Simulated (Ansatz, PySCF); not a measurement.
HgF2 in two programs

HgF2 (singlet), relaxed with PySCF 2.14.0, RKS BP86, Hg def2-SVP with ECP60, F def2-SVP; non-relativistic Hamiltonian with scalar-relativistic core potentials where named; density fitting; no spin-orbit coupling:

```xyz
3

Hg    0.0000    0.0000    0.0000
F     0.0000    0.0000    1.9362
F     0.0000    0.0000   -1.9362
```

There the HOMO–LUMO gap is 4.54 eV. 

The same geometry by Ansatz 0.2.0 (PBE, PAW, a periodic box with 9 Å of vacuum):

| spin-orbit coupling | gap (eV) | largest force component (eV/Å) |
| --- | --- | --- |
| without | 4.71 | 0.00 |

(1) What does the run with spin-orbit coupling give?

The spin-orbit runs use fully relativistic datasets of their own, so changes of a few hundredths of an eV needn't come from the coupling.

The two programs differ in functional, so their gaps don't test each other.

Results:

(1) gap (eV): 4.63, largest force component (eV/Å): 0.10. It took 12 s on 2 threads of Intel(R) Xeon(R) Platinum 8259CL CPU @ 2.50GHz (Skylake/Cascade Lake) (shared host), peak memory 1.3 GiB.
